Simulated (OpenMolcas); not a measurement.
# Co³⁺ among point charges: CASSCF levels and susceptibility

Aim: the splitting of the states of Co³⁺ in the field of 6 point charges, its lowest levels with spin-orbit coupling and its magnetic susceptibility.

Method: state-averaged CASSCF, spin-orbit coupling by RASSI with atomic mean-field integrals. Code: OpenMolcas 26.06.

1 further run of the same task is left out (it didn't finish).

## (1) The system

| Quantity | Value |
| --- | --- |
| Species | Co³⁺ (cobalt, Z = 27, 24 electrons) |
| Basis | ANO-RCC-VDZP [5s4p2d1f], 34 functions |
| Scalar Hamiltonian | DKH2, point nucleus |
| Inactive shells | 1s 2s 2p 3s 3p |
| Active space | 6 electrons in 5 orbitals (3d) |
| Some configurations of this space | 3d⁶ |
| Orbitals | optimised for each spin and parity, averaged over all roots |

Outer shells as boxes (Hund's rule):

3d6
```
3d [↑↓][↑ ][↑ ][↑ ][↑ ]
```

The ion sits among 6 point charges of -2.2 e arranged as a trigonal prism (D3h), 1.98 Å from the ion, with a polar angle of 43.2° against the regular 49.1°. The active orbitals were held to one l.

The work runs as a chain of OpenMolcas steps in one folder; each step below is one input file. Labels, J, g values, rates, χT and fits are worked out afterwards by a script from the matrices that RASSI stores.

## (2) Basis and integrals

Contents of a.inp:

```
&GATEWAY
Coord
1

Co 0.0 0.0 0.0
Basis=ANO-RCC-VDZP
Group=NoSym
NoMove
AngMom=0.0 0.0 0.0
AMFI
XField
6 Angstrom 0
1.355605 0.000000 1.443169 -2.200000
-0.677802 1.173988 1.443169 -2.200000
-0.677802 -1.173988 1.443169 -2.200000
1.355605 0.000000 -1.443169 -2.200000
-0.677802 1.173988 -1.443169 -2.200000
-0.677802 -1.173988 -1.443169 -2.200000
&SEWARD
```

Run with:

```bash
OMP_NUM_THREADS=1 MOLCAS_MEM=1689 MOLCAS_PROJECT=a pymolcas a.inp > a.log
```

The log of the run:

```text
Basis set label: CO.ANO-RCC...5S4P2D1F.

      Electronic valence basis set:
      ------------------
      Associated Effective Charge  27.000000 au
      Associated Actual Charge     27.000000 au
      Nuclear Model: Point charge

      Shell  nPrim  nBasis  Cartesian Spherical Contaminant
         s      21       5        X
         p      15       4        X
         d      10       2                 X
         f       6       1                 X
                  Relativistic Douglas-Kroll-Hess integrals:
                    - DKH order of Hamiltonian: 2
                    - DKH order of Properties : 0
                  Atomic mean-field integrals
```

## (3) Reference wave functions, quintets, 5 roots

Contents of a.inp:

```
&RASSCF
FileOrb=start.orb
Symmetry=1
Spin=5
nActEl=6 0 0
Inactive=9
Ras2=5
CIRoot=5 5 1
SDav=5
CIMx=300
Iter=120 100
PrWF=0.3
OrbListing=Nothing
MaxOrb=0
SupSym
1
10 10 11 12 13 14 23 24 25 26 27
>>> COPY $Project.JobIph JOB001
```

start.orb holds the contracted functions of the basis, ordered by shell, or the orbitals of the step before.

The log of the run, cut to the lines that bear on the results:

```text
[...]
      Number of active orbitals                  5
[...]
      Spin quantum number                      2.0
[...]
      Active orbitals                            5
[...]
      Number of CSFs                             5
      Number of root(s) required                 5
[...]
      Convergence after  9 iterations
[...]
      Natural orbitals and occupation numbers for root  1
      sym 1:   2.000000   1.000000   1.000000   1.000000   1.000000
      Natural orbitals and occupation numbers for root  2
      sym 1:   1.000000   2.000000   1.000000   1.000000   1.000000
      Natural orbitals and occupation numbers for root  3
      sym 1:   1.000000   1.000000   1.000000   2.000000   1.000000
::    RASSCF root number  1 Total energy:  -1400.46185136
::    RASSCF root number  2 Total energy:  -1400.46185136
::    RASSCF root number  3 Total energy:  -1400.41472328
::    RASSCF root number  4 Total energy:  -1400.41472326
::    RASSCF root number  5 Total energy:  -1400.41422158
```

## (4) CASSCF: triplets, 45 roots

Contents of a.inp:

```
&RASSCF
FileOrb=start.orb
Symmetry=1
Spin=3
nActEl=6 0 0
Inactive=9
Ras2=5
CIRoot=45 45 1
SDav=45
CIMx=300
Iter=120 100
PrWF=0.3
OrbListing=Nothing
MaxOrb=0
SupSym
1
10 10 11 12 13 14 23 24 25 26 27
>>> COPY $Project.JobIph JOB002
```

Run with:

```bash
OMP_NUM_THREADS=1 MOLCAS_MEM=1689 MOLCAS_PROJECT=a pymolcas a.inp > a.log
```

The log of the run, cut to the lines that bear on the results:

```text
[...]
      Number of active orbitals                  5
[...]
      Spin quantum number                      1.0
[...]
      Active orbitals                            5
[...]
      Number of CSFs                            45
      Number of root(s) required                45
[...]
      Convergence after  7 iterations
[...]
      Natural orbitals and occupation numbers for root  1
      sym 1:   1.558447   0.595275   1.247548   0.901222   1.697508
      Natural orbitals and occupation numbers for root  2
      sym 1:   1.558445   0.901221   1.697509   0.595276   1.247549
      Natural orbitals and occupation numbers for root  3
      sym 1:   1.470926   0.894136   1.269876   0.894135   1.470928
::    RASSCF root number  1 Total energy:  -1400.33766334
::    RASSCF root number  2 Total energy:  -1400.33766334
::    RASSCF root number  3 Total energy:  -1400.33535743
[...]
::    RASSCF root number 27 Total energy:  -1400.28212412
::    RASSCF root number 28 Total energy:  -1400.28212412
::    RASSCF root number 29 Total energy:  -1400.27224432
::    RASSCF root number 30 Total energy:  -1400.27224432
```

## (5) Reference wave functions, singlets, 50 roots

Contents of a.inp:

```
&RASSCF
FileOrb=start.orb
Symmetry=1
Spin=1
nActEl=6 0 0
Inactive=9
Ras2=5
CIRoot=50 50 1
SDav=50
CIMx=300
Iter=120 100
PrWF=0.3
OrbListing=Nothing
MaxOrb=0
SupSym
1
10 10 11 12 13 14 23 24 25 26 27
>>> COPY $Project.JobIph JOB003
```

Run with:

```bash
OMP_NUM_THREADS=1 MOLCAS_MEM=1689 MOLCAS_PROJECT=a pymolcas a.inp > a.log
```

The log of the run, cut to the lines that bear on the results:

```text
[...]
      Number of active orbitals                  5
[...]
      Spin quantum number                      0.0
[...]
      Active orbitals                            5
[...]
      Number of CSFs                            50
      Number of root(s) required                50
[...]
      Convergence after  7 iterations
[...]
      Natural orbitals and occupation numbers for root  1
      sym 1:   1.675125   0.544465   1.560820   0.544465   1.675125
      Natural orbitals and occupation numbers for root  2
      sym 1:   1.602302   0.579636   1.076755   0.935045   1.806262
      Natural orbitals and occupation numbers for root  3
      sym 1:   1.806262   0.935045   1.602302   0.579636   1.076755
::    RASSCF root number  1 Total energy:  -1400.29111464
::    RASSCF root number  2 Total energy:  -1400.28738378
::    RASSCF root number  3 Total energy:  -1400.28738378
[...]
::    RASSCF root number 27 Total energy:  -1400.21013614
::    RASSCF root number 28 Total energy:  -1400.20183186
::    RASSCF root number 29 Total energy:  -1400.19480566
::    RASSCF root number 30 Total energy:  -1400.18359012
```

## (6) RASSI: spin-orbit coupling between the states

Contents of a.inp:

```
&RASSI
NrOfJobIphs=3 5 45 50
1 2 3 4 5
1 2 3 4 5 6 7 8 9 10 11 12 13 14 15 16 17 18 19 20 21 22 23 24 25 26 27
28 29 30 31 32 33 34 35 36 37 38 39 40 41 42 43 44 45
1 2 3 4 5 6 7 8 9 10 11 12 13 14 15 16 17 18 19 20 21 22 23 24 25 26 27
28 29 30 31 32 33 34 35 36 37 38 39 40 41 42 43 44 45 46 47 48 49 50
IphNames
JOB001
JOB002
JOB003
EJob
SpinOrbit
DIPRint=1.0
SOCoupling=1000.0
Subsets=2
Property=9
'ANGMOM' 1 'ANGMOM' 2 'ANGMOM' 3 'MLTPL  1' 1 'MLTPL  1' 2 'MLTPL  1' 3
'AMFI' 1 'AMFI' 2 'AMFI' 3
SOProperty=3
'ANGMOM' 1 'ANGMOM' 2 'ANGMOM' 3
```

The log of the run, cut to the lines that bear on the results:

```text
SPIN-FREE ENERGIES:
  (Shifted by EMIN (a.u.) =      -1400.4618513613)
 SF State       Relative EMIN(au)   Rel lowest level(eV)    D:o, cm**(-1)      L_eff
     1             0.0000000000        0.0000000000              0.0000         2.0
     2             0.0000000033        0.0000000890              0.0007         2.0
     3             0.0471280790        1.2824203595          10343.4178         2.0
     4             0.0471281054        1.2824210793          10343.4236         2.0
     5             0.0476297820        1.2960723960          10453.5289         2.0
     6             0.1241880210        3.3793282056          27256.1201         4.2
     7             0.1241880245        3.3793283007          27256.1209         4.2
     8             0.1264939264        3.4420750888          27762.2079         4.8
     9             0.1264939264        3.4420750888          27762.2079         4.8
    10             0.1267561086        3.4492094300          27819.7502         4.7
[...]
Eigenvalues of complex Hamiltonian:
   -----------------------------------
  (Shifted by EMIN (a.u.) =      -1400.4618513613)
 SO State       Relative EMIN(au)   Rel lowest level(eV)    D:o, cm**(-1)     J-value
     1            -0.0029854208        0.0000000000              0.0000         1.6
     2            -0.0029854208        0.0000000000              0.0000         1.6
     3            -0.0015997435        0.0377062011            304.1210         2.2
     4            -0.0015997435        0.0377062011            304.1210         2.2
     5            -0.0002278005        0.0750386714            605.2277         2.4
     6            -0.0002277972        0.0750387602            605.2284         2.4
     7             0.0011311241        0.1120168939            903.4772         2.3
     8             0.0011311242        0.1120168957            903.4772         2.3
     9             0.0024768108        0.1486348943           1198.8213         1.6
    10             0.0024787178        0.1486867851           1199.2398         1.6
    11             0.0444224878        1.2900349126          10404.8333         3.9
[...]
```

These steps: 37 s of run time, 1 thread of Intel Xeon Platinum 8488C (Sapphire Rapids), shared host.

Spin-free states, with their symmetry labels:

```
  state  degeneracy  E (cm-1)  free-ion L (%)
     5E           2         0         D (100)
     5E           2     10343         D (100)
    5A1           1     10454         D (100)
     3E           2     27256          H (61)
triplet           2     27762          H (82)
     3E           2     27820          H (78)
    3A2           1     28087          H (77)
     3E           2     28880          H (73)
    3A2           1     32980          P (98)
     3E           2     32981          P (45)
     3E           2     33149          F (80)
triplet           2     33510          F (93)
     3E           2     35333          G (55)
     3E           2     35410         H (100)
    3A1           1     36004          G (82)
    1A1           1     37472          I (93)
     1E           2     38291          I (95)
    3A2           1     38331          F (80)
     3E           2     38469          G (72)
     3E           2     39041          F (46)
     3E           2     39446          G (73)
     1E           2     40027          I (91)
singlet           2     40845          I (52)
triplet           2     41614          G (74)
```

With spin-orbit coupling:

| E (cm-1) | Degeneracy | Label | 2S+1 | g |
| --- | --- | --- | --- | --- |
| 0.0 | 2 | E | 5 | 0.00 0.00 12.01 |
| 304.1 | 2 |  | 5 | 0.00 0.00 8.01 |
| 605.2 | 2 | E | 5 | 0.00 0.00 4.00 |
| 903.5 | 2 | E | 5 |  |
| 1199 | 1 | A1 | 5 |  |
| 1199 | 1 | A2 | 5 |  |
| 10405 | 1 | A1 | 5 |  |
| 10433 | 2 | E | 5 | 0.00 0.00 3.40 |
| 10519 | 2 | E | 5 | 0.00 0.00 6.69 |
| 10643 | 2 |  | 5 | 0.00 0.00 10.00 |
| 11134 | 1 | A2 | 5 |  |
| 11156 | 2 | E | 5 | 0.00 0.00 4.27 |
| 11351 | 2 | E | 5 | 0.00 0.00 7.32 |
| 11701 | 2 | E | 5 | 0.00 0.00 4.34 |
| 11753 | 1 | A1 | 5 |  |
| 27504 | 2 | E | 3 | 0.00 0.00 5.98 |
| 27809 | 2 | E | 3 | 0.00 0.00 2.11 |
| 27901 | 2 | E | 3 | 0.00 0.00 10.00 |
| 27922 | 2 |  | 3 | 0.00 0.00 8.00 |
| 27928 | 1 | A1 | 3 |  |
| 28197 | 1 | A2 | 3 |  |
| 28327 | 2 |  | 3 | 0.00 0.00 6.01 |
| 28426 | 2 | E | 3 | 0.00 0.00 4.02 |
| 28713 | 2 | E | 3 | 0.00 0.00 3.86 |

The table of states holds 24 of 58 computed; the rest, higher up, is left out. Labels of spin-orbit levels are those of the rotation subgroup (D3 for D3h). Principal g values are given for doublets only; a zero marks a field direction without first-order Zeeman splitting.

Powder χT (cm³ K/mol): 4.52 at 2 K, 4.53 at 5 K, 4.55 at 10 K, 4.60 at 20 K, 4.74 at 50 K, 4.95 at 100 K, 5.06 at 150 K, 5.10 at 200 K, 5.09 at 250 K, 5.05 at 300 K.

## (7) What came out

| quantity | value |
| --- | --- |
| method | CASSCF |
| spin-free ground state | 5E, 2-fold in its orbital part |
| first state of the same spin within the active space | 5E at 10300 cm⁻¹ |
| lowest level | 2-fold E, g = 0.00, 0.00, 12.01 |
| next level | 304.1 cm⁻¹ |
| χT at 300 K | 5.05 cm³ K/mol |
| effective moment at 300 K | 6.36 μB |

In words: The spin-free ground state (5E) comes to 100 % from free-ion D terms and keeps the highest spin of the shell. χT at 300 K is 5.05, against 3.01 cm³ K/mol for the spin alone, so orbital moment adds to it. An active space of the d shell alone favours high spin; real ions in strong fields can be low spin. The field of point charges can differ much from that of real complexes. With metal d orbitals alone active, the gaps between spin states are rough; where two lie within a few thousand cm-1, their order is open. Point charges carry no covalency, so the field is a model and not that of real ligands.
